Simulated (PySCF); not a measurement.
# CH3GeN (Germyl Cyanide): the cost of one run

Computed with PySCF 2.14.0 and routines of our own; the level stands in each step. Atoms count from 0.

## (1) The starting structure

6 atoms, charge 0, multiplicity 1; geometry from: GFN2-xTB.

## (2) Relaxing the molecule at PBE0-D3(BJ)/def2-SVP

The job: settings as JSON, then the geometry in Å.

```
{"job": {"xc": "PBE0", "basis": "def2-SVP", "d3": "d3bj", "grid": 1, "maxiter": 30, "shake": 0.01, "kind": "geom"}, "charge": 0, "multiplicity": 1}
N      2.466970    -0.015830     0.052660
C      1.296410     0.000900     0.022050
Ge    -0.623800    -0.004290    -0.025110
H     -1.005500     1.272710    -0.659490
H     -1.028900    -1.193220    -0.824730
H     -1.081020    -0.090290     1.389950
```

Run with:

```sh
OMP_NUM_THREADS=1 python heavy_run.py task.json out
```

One launch serves the whole session: the jobs run in the order shown.

**Question.** How long does this first job take on 1 thread of Intel Xeon 6975P-C, shared host, and how much memory does it need?

About 8.5 s, with a peak of 0.32 GiB.
